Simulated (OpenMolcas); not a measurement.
# BH2SeF (SMILES FB[SeH]): HF/Ahlrichs_VTZ (Cholesky decomposition)

We compute a structure relaxation of BH2SeF. 

Program for the calculation: OpenMolcas 26.06.

8 further runs of the same task are left out: 3 that didn't finish, 5 set aside as unsound or not needed.

### 1 Starting point

The species is BH2SeF (5 atoms), meant as a singlet with charge 0. SMILES: `FB[SeH]`. The shape is that of a PBE0-D4/def2-TZVP optimisation. This is one conformer, not always the lowest. The run starts from this shape.

Bond lengths: F1–B2 1.320 Å, B2–Se3 1.934 Å, B2–H4 1.194 Å, Se3–H5 1.467 Å. Angles: F1–B2–Se3 118.0°, F1–B2–H4 119.8°, Se3–B2–H4 122.2°, B2–Se3–H5 93.3°.

### 2 A structure relaxation at HF/Ahlrichs_VTZ (Cholesky decomposition)

Contents of calc.input:

```
>>> EXPORT MOLCAS_PRINT=2
&GATEWAY
XBAS
F.Ahlrichs_VTZ
B.Ahlrichs_VTZ
Se.Ahlrichs_VTZ
H.Ahlrichs_VTZ
End of Basis
ZMAT
F1
B2 1 1.320116
Se3 2 1.934037 1 117.99297
H4 2 1.193509 1 119.80381 3 179.9982
H5 3 1.466608 2 93.31751 4 0.00801
End of ZMAT
>>> EXPORT MOLCAS_MAXITER=40
>>> Do While
&SEWARD
Low
&SCF
PrOrbitals
1 1
&SLAPAF
>>> EndDo
```

Run with:

```sh
$ export MOLCAS_MEM=1860
$ pymolcas calc.input > calc.log
```

Log:

```text
--- Start Module: gateway ---
[...]
--- Stop Module: gateway /rc=_RC_ALL_IS_WELL_ ---
[...]
      Basis functions           72
[...]
       Convergence after  11 Iterations
[...]
::    Total SCF energy                              -2525.1235232478
[...]
--- Start Module: slapaf ---
[...]
 Geometry is converged in   9 iterations to a Minimum Structure
*****************************************************************************************************************
*****************************************************************************************************************
++ Geometry section
********************************************************************************
  Geometrical information of the final structure
********************************************************************************
  NOTE: on convergence the final predicted structure will be printed here.
  This is not identical to the structure printed in the head of the output.
 *********************************************************
[...]
--- Stop Module: slapaf /rc=_RC_INVOKED_OTHER_MODULE_ ---
--- Start Module: last_energy ---
[...]
       Convergence after   4 Iterations
[...]
::    Total SCF energy                              -2525.1242320616
[...]
      Total spin, S                                     0.0000000000
[...]
      Total electronic charge=   50.000000
      Total            charge=   -0.000000
[...]
      Dipole Moment (debye):
      Origin of the operator (angstrom)=    1.2128   -0.0000    1.7804
                   X= -8.8713E-01               Y= -8.6843E-05               Z=  2.1830E+00           Total=  2.3564E+00
      Quadrupole Moment (debye*angstrom):
[...]
--- Stop Module: last_energy /rc=_RC_ALL_IS_WELL_ ---
[...]
```

It took 5.1 min on 1 thread of Arm Neoverse V1, shared host; peak memory 0.26 GiB.

Steps, from the record of the run:

```csv
step,energy from the first frame kept (eV),largest force (eV/Å)
0,0.0000,0.8807
1,-0.0125,0.3463
2,-0.0180,0.0911
3,-0.0186,0.0670
4,-0.0191,0.0537
5,-0.0192,0.0333
6,-0.0192,0.0338
7,-0.0193,0.0254
8,-0.0193,0.0082
```

After the run. Bond lengths: F1–B2 1.335 Å, B2–Se3 1.953 Å, B2–H4 1.175 Å, Se3–H5 1.451 Å. Angles: F1–B2–Se3 117.6°, F1–B2–H4 119.3°, Se3–B2–H4 123.0°, B2–Se3–H5 95.5°.

### 3 Outcome

At HF/Ahlrichs_VTZ (Cholesky decomposition):

```
               quantity           value
total energy at the end  -2525.12423 Eh
          dipole moment          2.36 D
            HOMO energy       -10.41 eV
            LUMO energy         2.30 eV
          HOMO–LUMO gap        12.71 eV
```

In words: At the final geometry: Bond lengths: F1–B2 1.335 Å, B2–Se3 1.953 Å, B2–H4 1.175 Å, Se3–H5 1.451 Å. Angles: F1–B2–Se3 117.6°, F1–B2–H4 119.3°, Se3–B2–H4 123.0°, B2–Se3–H5 95.5°. The optimisation took 8 steps and changed the energy by -0.019 eV.
